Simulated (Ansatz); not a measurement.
**CH₄FNOSi: up Jacob's ladder to CCSD(T)**

One table from this session's results is given with a row withheld; the runs are named, their logs left out.

The runs use Ansatz 0.2.0, Gaussian basis; functionals in def2-TZVPP, the program's frozen cores in correlated methods.

Levels to be run: LDA (SPW92), PBE-D4, revPBE-D4, BLYP-D4, r2SCAN-D4, B97M-V, PBE0-D4, B3LYP-D4, r2SCANh-D4, r2SCAN0-D4, HSE06-D4, BHLYP-D4, CAM-B3LYP-D4, LC-ωPBE, ωB97X-V, ωB97M-V, B2PLYP, PBE-QIDH; CCSD(T)/def2-SVP; CCSD(T)/def2-TZVPP; MP2/def2-QZVPP; extrapolation to the limit; RPA on PBE.

## The geometry

All runs share one geometry, relaxed beforehand with PBE0-D4 in a triple-zeta def2 set.

SMILES `OC1(F)N[SiH2]1`, 9 atoms, charge 0, spin multiplicity 1.

Atoms are counted from 1 here; the program's logs count them from 0.

Bond lengths: O1–C2 1.359 Å, O1–H6 0.966 Å, C2–F3 1.383 Å, C2–N4 1.435 Å, C2–Si5 1.845 Å, N4–Si5 1.733 Å, N4–H7 1.011 Å, Si5–H8 1.480 Å, Si5–H9 1.478 Å. Angles: C2–O1–H6 108.6°, O1–C2–F3 109.8°, O1–C2–N4 118.3°, O1–C2–Si5 127.7°, F3–C2–N4 112.4°, F3–C2–Si5 117.3°, N4–C2–Si5 62.3°, C2–N4–Si5 70.5°, C2–N4–H7 119.5°, Si5–N4–H7 132.5°, C2–Si5–N4 47.2°, C2–Si5–H8 117.5°, C2–Si5–H9 126.1°, N4–Si5–H8 119.9°, N4–Si5–H9 116.6°, H8–Si5–H9 113.4°.

The first run:

The input, in.yaml:

```yaml
crystal:
  periodic: [false, false, false]
  atoms:
    - {symbol: O, position_ang: [1.078413, 1.460633, 0.268817]}
    - {symbol: C, position_ang: [0.609988, 0.234984, -0.085814]}
    - {symbol: F, position_ang: [1.559452, -0.429612, -0.840538]}
    - {symbol: N, position_ang: [-0.703221, 0.147068, -0.658260]}
    - {symbol: Si, position_ang: [-0.642674, -0.793755, 0.795602]}
    - {symbol: H, position_ang: [0.997473, 2.052319, -0.490903]}
    - {symbol: H, position_ang: [-0.806483, -0.105703, -1.631183]}
    - {symbol: H, position_ang: [-0.495751, -2.264254, 0.717402]}
    - {symbol: H, position_ang: [-1.508596, -0.347981, 1.907776]}
basis:
  gaussian: {orbitals: def2-TZVPP}
hamiltonian: {xc: lda}
output: {orbitals: {seedname: orbitals}}
```

Started as:

```console
> ansatz run in.yaml --threads 2 --pin off --events-out ev --progress --plain --max-ram 4352MiB
```

Among the steps run: LDA; PBE-D4 (GGA); revPBE-D4 (GGA); BLYP-D4 (GGA); r2SCAN-D4 (meta-GGA); B97M-V (meta-GGA); B3LYP-D4 (hybrid); r2SCANh-D4 (hybrid); r2SCAN0-D4 (hybrid); HSE06-D4 (hybrid); BHLYP-D4 (hybrid); CAM-B3LYP-D4 (range-separated); LC-ωPBE (range-separated); ωB97X-V (range-separated); ωB97M-V (range-separated); B2PLYP (double hybrid); PBE-QIDH (double hybrid).

One of the session's tables, all rows but one given; the rest of the session is left out.

It belongs to the step «Orbital energies across the functionals». 

| functional | HOMO (eV) | gap (eV) |
| --- | --- | --- |
| LDA (SPW92) | -6.18 | 4.55 |
| PBE-D4 | -6.01 | 4.57 |
| revPBE-D4 | -5.94 | 4.58 |
| BLYP-D4 | -5.90 | 4.53 |
| r2SCAN-D4 | -6.25 | 5.11 |
| B97M-V | -6.34 | 5.04 |
| PBE0-D4 | -7.32 | 6.70 |
| B3LYP-D4 | -7.11 | 6.24 |
| r2SCANh-D4 | -6.74 | 5.89 |
| r2SCAN0-D4 | -7.48 | 7.05 |
| HSE06-D4 | -6.91 | 5.92 |
| BHLYP-D4 | -8.54 | 8.72 |
| CAM-B3LYP-D4 | -8.70 | 9.04 |
| LC-ωPBE | ? | ? |
| ωB97X-V | -9.67 | 11.06 |
| ωB97M-V | -9.57 | 10.66 |

Q: Estimate the row for LC-ωPBE from the others.

The run gave: HOMO (eV): -10.02; gap (eV): 11.55. In the column «HOMO (eV)» it is the lowest.
